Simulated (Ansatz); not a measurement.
Working through a ladder of basis sets of BrH4Si2, SMILES [SiH3][SiH]Br

With Ansatz's Python interface.

Typed at the interpreter:
```pycon
>>> import ansatz as az
>>> geometry_ang = [
...     ('Si', (-0.7684, 0.3846, -0.344)),
...     ('Si', (1.2449, -0.5409, -0.0947)),
...     ('Br', (1.1033, -2.3125, 1.213)),
...     ('H', (-1.6965, -0.5258, -0.9675)),
...     ('H', (-0.7138, 1.5952, -1.2834)),
...     ('H', (-1.3662, 0.9081, 0.9453)),
...     ('H', (2.2578, 0.4233, 0.4855)),
... ]
>>> mol = az.Crystal.molecule()
>>> for symbol, xyz in geometry_ang:
...     mol = mol.atom(symbol, xyz)
...
>>> model = (
...     mol.calculation()
...     .functional('b3lyp')
...     .spin('collinear', total=1)
... )
>>> energies = {}
>>> for basis in ['def2-SVP', 'def2-SVPD', 'def2-TZVP', 'def2-TZVPP']:
...     data = model.basis(gaussian=basis).run(threads=1, pin='off').report
...     size = data['n_frozen'] + data['n_occupied'][0] + data['n_virtual'][0]
...     energies[basis] = (data['reference_energy_ev'] / 27.211386246, data['free_energy_ev'] / 27.211386246)
...     print(f'{basis:14s} {size:4d} orbitals  reference {energies[basis][0]:14.6f} Ha  total {energies[basis][1]:14.6f} Ha')
...
def2-SVP         88 orbitals  reference   -3155.103436 Ha  total   -3155.103436 Ha
def2-SVPD       121 orbitals  reference   -3155.111684 Ha  total   -3155.111684 Ha
def2-TZVP       146 orbitals  reference   -3155.624333 Ha  total   -3155.624333 Ha
def2-TZVPP      188 orbitals  reference   -3155.625286 Ha  total   -3155.625286 Ha
>>> last = energies['def2-TZVPP'][1]
>>> for basis, (_, total) in energies.items():
...     print(f'{basis:14s} lies {27.211386 * (total - last):9.4f} eV above def2-TZVPP')
...
def2-SVP       lies   14.2003 eV above def2-TZVPP
def2-SVPD      lies   13.9758 eV above def2-TZVPP
def2-TZVP      lies    0.0259 eV above def2-TZVPP
def2-TZVPP     lies    0.0000 eV above def2-TZVPP
```

Against def2-SVP: def2-SVPD -8.2 mHa, def2-TZVP -520.9 mHa and def2-TZVPP -521.8 mHa. The last step alone is -0.95 mHa (these two sets differ little on atoms other than hydrogen). From the first set to the last the time grows from 3.4 to 8.9 s.

The drop along the ladder measures the basis error, and is no property of the molecule. The geometry is a force-field or estimated start, not a minimum of this method, and the last set is no limit. Much of the fall in a total is atomic energy, which cancels in bond and reaction energies. The species is open-shell (spin multiplicity 2). b3lyp holds the VWN-RPA fit, as in Gaussian; the form of ORCA and Turbomole is b3lyp5. Timing: 25 s on 1 thread of Intel(R) Xeon(R) Platinum 8488C (Sapphire Rapids), with other jobs on the host, peak memory 0.66 GiB.

(Lines on the test bed's own set-up are left out of the output.)
